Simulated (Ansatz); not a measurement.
# SrPrI: the cost of one run

Program: Ansatz 0.2.0. Level of theory: DFT PBE, scalar-relativistic, plane waves, PAW; 4f electrons in the core of a trivalent norm-conserving potential. These are calculated values, not measurements.

## Step 1: The starting structure

It takes space group P4/mmm (No. 123, tetragonal). The conventional cell has a = 4.693 Å, b = 4.693 Å, c = 5.798 Å, α = 90.00°, β = 90.00°, γ = 90.00°. Sr (site symmetry 4/mmm) has 4 Pr at 3.32 Å in its first shell of neighbours. Around Pr (site symmetry 4/mmm) lie 2 I at 2.90 Å and 4 Sr at 3.32 Å. Around I (site symmetry 4/mmm) lie 2 Pr at 2.90 Å.

Coordinates:

```
CELL_PARAMETERS angstrom
4.69267 0.00000 0.00000
0.00000 4.69267 0.00000
0.00000 0.00000 5.79847
ATOMIC_POSITIONS crystal
Sr 0.50000 0.50000 0.50000
Pr 0.00000 0.00000 0.50000
I 0.00000 0.00000 0.00000
```

Recipe of the guess: random cell by space group and Wyckoff sites (P4/mmm, No. 123). The dimensions are guesses.

## Step 2: Probe: one point on a coarse mesh

Contents of input.yaml:

```yaml
crystal:
  lattice:
    - [4.6926676, 0.0, 0.0]
    - [0.0, 4.6926676, 0.0]
    - [0.0, 0.0, 5.79847449]
  atoms:
    - { symbol: Sr, position: [0.5, 0.5, 0.5] }
    - { symbol: Pr, position: [0.0, 0.0, 0.5] }
    - { symbol: I, position: [0.0, 0.0, 0.0] }
basis:
  ecutwfc: 660
kpoints:
  mp_grid: { grid: [4, 4, 4] }
hamiltonian:
  xc: pbe
  pseudopotentials:
    kind: paw
    azcp: { Pr: "pseudopotentials/pbe/nc/lanthanide_3plus/Pr.nc.azcp" }
scf:
  occupations: { method: gaussian, width: 0.1 }
  lower_state_search: "off"
output:
  forces: true
  stress: true
  eigenvalues: true
```

Started as:

```
> ansatz run input.yaml --threads 1 --pin off --max-ram 2560MiB --backend cpu --events-out ev --progress --plain --runs-dir out
```

What time and memory should one allow on 1 thread of Intel Xeon at 2.50GHz (Skylake/Cascade Lake), shared host?

About 20 s, with a peak of 0.45 GiB.
